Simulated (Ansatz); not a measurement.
**CH6BNSSi: small, medium and large basis sets**

One table from this session's results is given with a row withheld; the runs are named, their logs left out.

Program: Ansatz 0.2.0, Gaussian basis. Level of theory: one geometry, several basis sets. These are calculated values, not measurements.

Levels to be run: PBE0-D4/def2-SVP; ωB97M-V/def2-SVP; PBE0-D4/def2-QZVPP; ωB97M-V/def2-QZVPP; the functionals' def2-TZVPP values are taken from earlier runs.

### The geometry

An earlier PBE0-D4 in a triple-zeta def2 set relaxation fixed the geometry.

SMILES `C[SiH]1SB1N`, 11 atoms, charge 0, spin multiplicity 1.

Atoms are counted from 1 here; the program's logs count them from 0.

Bond lengths: C1–Si2 1.866 Å, C1–H6 1.092 Å, C1–H7 1.094 Å, C1–H8 1.091 Å, Si2–S3 2.167 Å, Si2–B4 1.929 Å, Si2–H9 1.486 Å, S3–B4 1.811 Å, B4–N5 1.383 Å, N5–H10 1.004 Å, N5–H11 1.007 Å. Angles: Si2–C1–H6 110.8°, Si2–C1–H7 110.2°, Si2–C1–H8 110.5°, H6–C1–H7 108.0°, H6–C1–H8 108.7°, H7–C1–H8 108.6°, C1–Si2–S3 116.4°, C1–Si2–B4 125.7°, C1–Si2–H9 111.0°, S3–Si2–B4 52.1°, S3–Si2–H9 113.3°, B4–Si2–H9 122.0°, Si2–S3–B4 57.2°, Si2–B4–S3 70.7°, Si2–B4–N5 155.2°, S3–B4–N5 134.1°, B4–N5–H10 122.6°, B4–N5–H11 123.1° and more.

Geometry (Å):

```xyz
11
CH6BNSSi
C    -1.89068    0.07649    0.81464
Si   -0.04725    0.36463    0.82304
S     1.20418   -1.40407    0.82212
B     1.18932   -0.21149   -0.54010
N     1.85211   -0.12584   -1.75109
H    -2.23582   -0.25480    1.79681
H    -2.41630    1.00285    0.56630
H    -2.15566   -0.68211    0.07663
H     0.33284    1.35330    1.86589
H     1.71206    0.63527   -2.39138
H     2.52060   -0.81122   -2.06208
```

The first run:

Contents of in.yaml:

```yaml
crystal:
  periodic: [false, false, false]
  atoms:
    - {symbol: C, position_ang: [-1.890683, 0.076490, 0.814639]}
    - {symbol: Si, position_ang: [-0.047252, 0.364629, 0.823038]}
    - {symbol: S, position_ang: [1.204177, -1.404067, 0.822123]}
    - {symbol: B, position_ang: [1.189318, -0.211495, -0.540096]}
    - {symbol: N, position_ang: [1.852111, -0.125841, -1.751087]}
    - {symbol: H, position_ang: [-2.235815, -0.254801, 1.796811]}
    - {symbol: H, position_ang: [-2.416301, 1.002849, 0.566304]}
    - {symbol: H, position_ang: [-2.155656, -0.682112, 0.076630]}
    - {symbol: H, position_ang: [0.332844, 1.353298, 1.865893]}
    - {symbol: H, position_ang: [1.712061, 0.635272, -2.391375]}
    - {symbol: H, position_ang: [2.520596, -0.811223, -2.062079]}
basis:
  gaussian: {orbitals: def2-SVP}
hamiltonian: {xc: pbe0, dispersion: d4}
output: {orbitals: {seedname: orbitals}}
```

Run with:

```console
$ ansatz run in.yaml --threads 4 --pin off --events-out ev --progress --plain --max-ram 10444MiB
```

Steps of the session up to this table: PBE0-D4 in def2-SVP; ωB97M-V in def2-SVP; PBE0-D4 in def2-QZVPP; ωB97M-V in def2-QZVPP.

One table of the session follows, with a row left open; its other results are not shown here.

```
functional       basis  HOMO (eV)  LUMO (eV)
   PBE0-D4    def2-SVP      -6.59       0.11
   PBE0-D4  def2-TZVPP      -6.66      -0.23
   PBE0-D4  def2-QZVPP      -6.68      -0.32
   ωB97M-V    def2-SVP      -8.60       2.17
   ωB97M-V  def2-TZVPP          ?          ?
   ωB97M-V  def2-QZVPP      -8.72       1.43
```

Estimate the missing values for ωB97M-V, def2-TZVPP.

The run gave: HOMO (eV): -8.70; LUMO (eV): 1.69. In the column «HOMO (eV)» it lies between ωB97M-V, def2-QZVPP (-8.72) and ωB97M-V, def2-SVP (-8.60).
